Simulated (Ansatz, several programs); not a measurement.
Ca2SeO, ordered on the rocksalt lattice (R-3m) with 4 atoms a cell, relaxed with r2SCAN in Ansatz (plane waves, PAW): it is trigonal, R-3m (No. 166); a = 3.769 Å, c = 18.876 Å in the conventional setting, 19.35 Å³ an atom. Around O lie 6 Ca at 2.54 Å; around Se lie 6 Ca at 2.85 Å; around Ca lie 3 O at 2.54 Å and 3 Se at 2.85 Å. The cell was then scaled with its shape and fractional coordinates held, which makes it stiffer than a relaxed compression. The structure was generated, not taken from experiment, and needn't be the ground state; spin polarisation is off.

```tsv
V (Å³/atom)	E (meV/atom)
18.193	17.95
18.773	4.27
19.354	0.00
20.515	14.44
```

**Question.** Pass a cubic E = c₀ + c₁u + c₂u² + c₃u³, with u = V − 19.209 Å³, through these points.

**Answer.** c₀ = 0.25, c₁ = -3.543, c₂ = 12.507, c₃ = -1.1311 (meV and Å³).

**Question.** Where is the minimum, and what bulk modulus follows?

**Answer.** dE/du = 0 at u = +0.144, so V₀ = 19.35 Å³. B = V₀ d²E/dV² = 19.35 × (2c₂ + 6c₃u) = 19.35 × 24.033 = 465 meV/Å³, and 1 meV/Å³ is 0.16022 GPa: 75 GPa. A third-order Birch-Murnaghan fit to all five points gives 19.36 Å³ and 74 GPa.

**Question.** Predict the energy and the pressure at the withheld volume, 19.935 Å³.

**Answer.** With u = +0.726: E ≈ 3.84 meV and P = −dE/dV ≈ -2.06 GPa. The run gives 3.78 meV and, from its stress, -2.04 GPa.
